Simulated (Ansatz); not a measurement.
# TeOCl2 (TeCl₂O): an energy map over two coordinates

Aim: map the energy of TeOCl2 (Cl₂OTe) over two coordinates, and find its wells, ridges and stiffness.

Program: Ansatz 0.2.0. Level of theory: RKS PBE-D4/def2-TZVP. These are calculated values, not measurements.

## 1. Where the work starts

4 atoms, charge 0, spin multiplicity 1.

Atoms are counted from 1 here; the program's logs count them from 0.

Bond lengths: Te1–O2 1.762 Å, Te1–Cl3 2.325 Å, Te1–Cl4 2.325 Å. Angles: O2–Te1–Cl3 99.9°, O2–Te1–Cl4 99.9°, Cl3–Te1–Cl4 96.0°.

Geometry (Å):

```
Te    0.1314    0.0026    0.7776
O     1.6968   -0.0279   -0.0298
Cl   -0.8856    1.7405   -0.3846
Cl   -0.9426   -1.7153   -0.3632
```

## 2. Geometry optimisation

File input.yaml:

```yaml
crystal:
  periodic: [false, false, false]
  atoms:
    - { symbol: Te, position_ang: [0.13136, 0.00264, 0.77756] }
    - { symbol: O, position_ang: [1.69676, -0.02791, -0.02984] }
    - { symbol: Cl, position_ang: [-0.88556, 1.74053, -0.38455] }
    - { symbol: Cl, position_ang: [-0.94256, -1.71526, -0.36317] }
basis:
  gaussian: { orbitals: def2-TZVP }
hamiltonian:
  xc: pbe
  dispersion: d4
output:
  forces: true
relax:
  f_tol: 0.003
  max_steps: 120
```

Run with:

```sh
$ ansatz run input.yaml --threads 1 --pin off --max-ram 2560MiB --backend cpu --events-out ev --progress --plain --runs-dir out
```

The program printed (excerpt; [...] marks lines left out):

```text
Warning: RAYON_NUM_THREADS=1 ignored (pool sized by the plan → 1); use --threads N
[...]
Functional definition: PBE
[...]
1049 factors; their error is unknown
[...]
mean field -34375.72022522 eV, -1263.2844175769 hartree, gradient 6.7e-5 eV, S^2 0.000000; 0 other end points of the search recorded, 0 dependent functions left out
[...]
reference -34375.72026038 eV, -1263.2844188690 hartree; 33, 33 occupied and 122, 122 virtual orbitals, 1049 factors
relax step   1: F+E_penalty+E_count = -34375.87793790 eV  Δ(F+E_penalty+E_count) = +0.000e0 eV  max|allowed force component| = 1.473e0 eV/Å  Δτ_max = 0.0000 Å  (35 SCF iters, accepted)
[...]
relax step   5: F+E_penalty+E_count = -34375.98020060 eV  Δ(F+E_penalty+E_count) = -1.893e-4 eV  max|allowed force component| = 2.645e-2 eV/Å  Δτ_max = 0.0052 Å  (35 SCF iters, accepted)
[...]
relax step   6: F+E_penalty+E_count = -34375.98024145 eV  Δ(F+E_penalty+E_count) = -4.084e-5 eV  max|allowed force component| = 1.886e-3 eV/Å  Δτ_max = 0.0013 Å  (36 SCF iters, accepted)
1049 factors; their error is unknown
[...]
mean field -34375.82716486 eV, -1263.2883475362 hartree, gradient 1.6e-5 eV, S^2 0.000000; 1 other end points of the search recorded, 0 dependent functions left out
[...]
reference -34375.82720006 eV, -1263.2883488297 hartree; 33, 33 occupied and 122, 122 virtual orbitals, 1049 factors
Total energy: -34375.98027664 eV, -1263.2939742903 hartree
Atom 0 at     0.153793     0.002019     0.733883 Å, force     0.000735    -0.000013    -0.001658 eV/Å
Atom 1 at     1.795387    -0.029436     0.009976 Å, force    -0.001092     0.000021     0.000818 eV/Å
Atom 2 at    -0.945272     1.798298    -0.382982 Å, force     0.000149    -0.001886     0.000434 eV/Å
Atom 3 at    -1.003908    -1.770881    -0.360876 Å, force     0.000208     0.001878     0.000405 eV/Å
Dipole moment:    -0.265334     0.008007     0.588949 e Å
```

It took 28 s on 1 thread of Arm Neoverse V2, shared host; peak memory 0.28 GiB.

Relaxation path:

| step | energy from step 1 (eV) | largest force component (eV/Å) |
| --- | --- | --- |
| 1 | 0.0000 | 1.4726 |
| 2 | -0.0500 | 0.5787 |
| 3 | -0.1015 | 0.1179 |
| 4 | -0.1021 | 0.0472 |
| 5 | -0.1023 | 0.0264 |
| 6 | -0.1023 | 0.0019 |

Bond lengths before and after, largest changes first:

| bond | before (Å) | after (Å) | change (Å) |
| --- | --- | --- | --- |
| Te1–Cl3 | 2.325 | 2.384 | +0.059 |
| Te1–Cl4 | 2.325 | 2.384 | +0.059 |
| Te1–O2 | 1.762 | 1.794 | +0.033 |

## 3. Setting up the map

The axes are (1) umbrella angle at Te1 (between each of its bonds and their common axis; 90 is planar): 11 values from 51.7 to 128.3 °; (2) change of the bonds Te1–O2, Te1–Cl3, Te1–Cl4, all alike: 11 values from −0.241 to 0.372 Å.

Nothing else is relaxed (all other coordinates rigid). Energies count from the relaxed molecule at the same level. Points are written as (first, second).

Below, 2 of the grid's runs; all are launched alike.

## 4. Grid point (105.3°, 0.188 Å)

File input.yaml:

```yaml
crystal:
  periodic: [false, false, false]
  atoms:
    - { symbol: Te, position_ang: [0.153793, 0.002019, 0.733883] }
    - { symbol: O, position_ang: [2.086578, -0.032459, 0.294506] }
    - { symbol: Cl, position_ang: [-1.145586, 2.090667, -0.016266] }
    - { symbol: Cl, position_ang: [-1.213642, -2.051949, 0.009391] }
basis:
  gaussian: { orbitals: def2-TZVP }
hamiltonian:
  xc: pbe
  dispersion: d4
output:
  forces: true
```

Run with:

```sh
$ ansatz run input.yaml --threads 1 --pin off --max-ram 2560MiB --backend cpu --events-out ev --progress --plain --runs-dir out
```

The program printed (excerpt; [...] marks lines left out):

```text
Warning: RAYON_NUM_THREADS=1 ignored (pool sized by the plan → 1); use --threads N
[...]
[... 1 set-up line as earlier in the session ...]
[...]
1049 factors; their error is unknown
[...]
mean field -34374.74560717 eV, -1263.2486010239 hartree, gradient 1.5e-5 eV, S^2 0.000000; 0 other end points of the search recorded, 0 dependent functions left out
[...]
reference -34374.74564427 eV, -1263.2486023875 hartree; 33, 33 occupied and 122, 122 virtual orbitals, 1049 factors
Total energy: -34374.87989010 eV, -1263.2535358308 hartree
Atom 0 at     0.153793     0.002019     0.733883 Å, force     2.735390    -0.048791    -0.620538 eV/Å
Atom 1 at     2.086578    -0.032459     0.294506 Å, force    -4.300228     0.073621     0.478558 eV/Å
Atom 2 at    -1.145586     2.090667    -0.016266 Å, force     0.764876    -1.080331     0.077603 eV/Å
Atom 3 at    -1.213642    -2.051949     0.009391 Å, force     0.799962     1.055501     0.064376 eV/Å
Dipole moment:    -0.180709     0.005510     0.410418 e Å
```

It took 4.1 s on 1 thread of Arm Neoverse V2, shared host; peak memory 0.17 GiB.

That is 106 kJ/mol from the zero.

## 5. Point (67.0°, 0.004 Å)

File input.yaml:

```yaml
crystal:
  periodic: [false, false, false]
  atoms:
    - { symbol: Te, position_ang: [0.153793, 0.002019, 0.733883] }
    - { symbol: O, position_ang: [1.776935, -0.019856, 1.50794] }
    - { symbol: Cl, position_ang: [-1.064127, 1.863248, 1.601945] }
    - { symbol: Cl, position_ang: [-1.124428, -1.807308, 1.624678] }
basis:
  gaussian: { orbitals: def2-TZVP }
hamiltonian:
  xc: pbe
  dispersion: d4
output:
  forces: true
```

Run with:

```sh
$ ansatz run input.yaml --threads 1 --pin off --max-ram 2560MiB --backend cpu --events-out ev --progress --plain --runs-dir out
```

The program printed (excerpt; [...] marks lines left out):

```text
Warning: RAYON_NUM_THREADS=1 ignored (pool sized by the plan → 1); use --threads N
[...]
[... 1 set-up line as earlier in the session ...]
[...]
1049 factors; their error is unknown
[...]
mean field -34375.78522962 eV, -1263.2868064443 hartree, gradient 1.1e-5 eV, S^2 0.000000; 0 other end points of the search recorded, 0 dependent functions left out
[...]
reference -34375.78526540 eV, -1263.2868077591 hartree; 33, 33 occupied and 122, 122 virtual orbitals, 1049 factors
Total energy: -34375.93531594 eV, -1263.2923220151 hartree
Atom 0 at     0.153793     0.002019     0.733883 Å, force     0.128781    -0.006014    -0.629484 eV/Å
Atom 1 at     1.776935    -0.019856     1.507940 Å, force    -0.217805     0.005078     0.242175 eV/Å
Atom 2 at    -1.064127     1.863248     1.601945 Å, force     0.043897    -0.036931     0.193886 eV/Å
Atom 3 at    -1.124428    -1.807308     1.624678 Å, force     0.045126     0.037867     0.193423 eV/Å
Dipole moment:    -0.220670     0.000343    -0.530039 e Å
```

Wall time 3.9 s (1 thread of Arm Neoverse V2, shared host); peak memory 0.17 GiB.

That is 4.3 kJ/mol from the zero.

## 6. The map

66 points were computed, 55 more follow by symmetry. Energies in kJ/mol, from the relaxed molecule at the same level:

| change of the bonds Te1–O2, Te1–Cl3, Te1–Cl4, all alike (Å) ↓, umbrella angle at Te1 (between each of its bonds and their common axis; 90 is planar) (°) → | 51.7 | 59.4 | 67.0 | 74.7 | 82.3 | 90.0 | 97.7 | 105.3 | 113.0 | 120.6 | 128.3 |
| --- | --- | --- | --- | --- | --- | --- | --- | --- | --- | --- | --- |
| 0.372 | 290 | 252 | 244 | 256 | 277 | 290 | 277 | 256 | 244 | 252 | 290 |
| 0.311 | 236 | 195 | 187 | 202 | 228 | 243 | 228 | 202 | 187 | 195 | 236 |
| 0.249 | 185 | 140 | 132 | 151 | 182 | 200 | 182 | 151 | 132 | 140 | 185 |
| 0.188 | 140 | 91 | 84 | 106 | 144 | 166 | 144 | 106 | 84 | 91 | 140 |
| 0.127 | 104 | 50 | 43 | 71 | 115 | 143 | 115 | 71 | 43 | 50 | 104 |
| 0.066 | 80 | 21 | 15 | 48 | 101 | 135 | 101 | 48 | 15 | 21 | 80 |
| 0.004 | 74 | 8 | 4 | 43 | 106 | 147 | 106 | 43 | 4 | 8 | 74 |
| −0.057 | 91 | 20 | 17 | 63 | 137 | 187 | 137 | 63 | 17 | 20 | 91 |
| −0.118 | 142 | 63 | 61 | 114 | 201 | 262 | 201 | 114 | 61 | 63 | 142 |
| −0.179 | 235 | 148 | 147 | 208 | 310 | 384 | 310 | 208 | 147 | 148 | 235 |
| −0.241 | 390 | 292 | 292 | 361 | 479 | 570 | 479 | 361 | 292 | 292 | 390 |

The largest force on an atom (eV/Å) at each point:

| change of the bonds Te1–O2, Te1–Cl3, Te1–Cl4, all alike (Å) ↓, umbrella angle at Te1 (between each of its bonds and their common axis; 90 is planar) (°) → | 51.7 | 59.4 | 67.0 | 74.7 | 82.3 | 90.0 | 97.7 | 105.3 | 113.0 | 120.6 | 128.3 |
| --- | --- | --- | --- | --- | --- | --- | --- | --- | --- | --- | --- |
| 0.372 | 7.6 | 6.3 | 5.7 | 5.5 | 5.2 | 5.0 | 5.2 | 5.5 | 5.7 | 6.3 | 7.6 |
| 0.311 | 7.6 | 6.2 | 5.6 | 5.3 | 5.0 | 4.8 | 5.0 | 5.3 | 5.6 | 6.2 | 7.6 |
| 0.249 | 7.3 | 5.9 | 5.2 | 5.0 | 4.6 | 4.3 | 4.6 | 5.0 | 5.2 | 5.9 | 7.3 |
| 0.188 | 6.7 | 5.3 | 4.6 | 4.3 | 3.9 | 3.6 | 3.9 | 4.3 | 4.6 | 5.3 | 6.7 |
| 0.127 | 5.8 | 4.4 | 3.6 | 3.4 | 2.9 | 2.5 | 2.9 | 3.4 | 3.6 | 4.4 | 5.8 |
| 0.066 | 4.4 | 3.0 | 2.2 | 2.0 | 2.2 | 1.3 | 2.2 | 2.0 | 2.2 | 3.0 | 4.4 |
| 0.004 | 2.5 | 1.1 | 0.6 | 2.2 | 2.7 | 1.5 | 2.7 | 2.2 | 0.6 | 1.1 | 2.5 |
| −0.057 | 3.6 | 2.8 | 3.1 | 4.2 | 4.3 | 4.2 | 4.3 | 4.2 | 3.1 | 2.8 | 3.6 |
| −0.118 | 7.4 | 6.7 | 6.8 | 7.4 | 7.9 | 8.2 | 7.9 | 7.4 | 6.8 | 6.7 | 7.4 |
| −0.179 | 12.7 | 12.1 | 12.1 | 12.6 | 13.4 | 13.7 | 13.4 | 12.6 | 12.1 | 12.1 | 12.7 |
| −0.241 | 20.1 | 19.5 | 19.5 | 20.0 | 20.8 | 21.3 | 20.8 | 20.0 | 19.5 | 19.5 | 20.1 |

On the same grid, dipole moment (D):

| change of the bonds Te1–O2, Te1–Cl3, Te1–Cl4, all alike (Å) ↓, umbrella angle at Te1 (between each of its bonds and their common axis; 90 is planar) (°) → | 51.7 | 59.4 | 67.0 | 74.7 | 82.3 | 90.0 | 97.7 | 105.3 | 113.0 | 120.6 | 128.3 |
| --- | --- | --- | --- | --- | --- | --- | --- | --- | --- | --- | --- |
| 0.372 | 5.12 | 4.31 | 3.38 | 2.33 | 1.22 | 0.23 | 1.22 | 2.33 | 3.38 | 4.31 | 5.12 |
| 0.311 | 5.03 | 4.23 | 3.31 | 2.28 | 1.20 | 0.27 | 1.20 | 2.28 | 3.31 | 4.23 | 5.03 |
| 0.249 | 4.92 | 4.12 | 3.22 | 2.22 | 1.18 | 0.31 | 1.18 | 2.22 | 3.22 | 4.12 | 4.92 |
| 0.188 | 4.80 | 4.01 | 3.13 | 2.15 | 1.15 | 0.35 | 1.15 | 2.15 | 3.13 | 4.01 | 4.80 |
| 0.127 | 4.66 | 3.88 | 3.02 | 2.08 | 1.12 | 0.40 | 1.12 | 2.08 | 3.02 | 3.88 | 4.66 |
| 0.066 | 4.50 | 3.73 | 2.89 | 1.99 | 1.09 | 0.44 | 1.09 | 1.99 | 2.89 | 3.73 | 4.50 |
| 0.004 | 4.32 | 3.57 | 2.76 | 1.90 | 1.06 | 0.50 | 1.06 | 1.90 | 2.76 | 3.57 | 4.32 |
| −0.057 | 4.12 | 3.39 | 2.61 | 1.82 | 1.04 | 0.55 | 1.04 | 1.82 | 2.61 | 3.39 | 4.12 |
| −0.118 | 3.91 | 3.19 | 2.46 | 1.73 | 1.05 | 0.61 | 1.05 | 1.73 | 2.46 | 3.19 | 3.91 |
| −0.179 | 3.67 | 2.99 | 2.31 | 1.66 | 1.09 | 0.67 | 1.09 | 1.66 | 2.31 | 2.99 | 3.67 |
| −0.241 | 3.41 | 2.76 | 2.15 | 1.62 | 1.20 | 0.74 | 1.20 | 1.62 | 2.15 | 2.76 | 3.41 |

Energy (kJ/mol) at eleven even steps along the easiest path on the interpolated surface, from its minimum near (67.0°, 0.004 Å): 0, 10, 41, 76, 113, 134, 120, 83, 47, 13, 0.

## 7. Outcome

| quantity | value |
| --- | --- |
| lowest point | (67.0°, 0.004 Å), 4.3 kJ/mol |
| highest computed point | (90.0°, −0.241 Å), 565 kJ/mol above the lowest |
| largest force on an atom (eV/Å) | 0.6 at (67.0°, 0.004 Å) to 21.3 at (90.0°, −0.241 Å); 0.6 at the lowest point |
| dipole moment (D) | 0.23 at (90.0°, 0.372 Å) to 5.12 at (51.7°, 0.372 Å); 2.76 at the lowest point |
| time for the whole task | 6.6 min on 1 thread, shared host |

In words: The lowest computed point is at (67.0°, 0.004 Å), 4.3 kJ/mol from the relaxed molecule at the same level; the map holds 2 wells of about this depth. The grid is coarse, so the true minimum lies between grid points and may sit elsewhere than the lowest one. No other kind of well shows on this grid. The highest computed point, (90.0°, −0.241 Å), lies 565 kJ/mol above the lowest. On the interpolated surface the easiest way out of the lowest well to a well of the same energy at (113.0°, 0.004 Å) passes a barrier of about 130 kJ/mol. Round the minimum the two coordinates are nearly uncoupled.
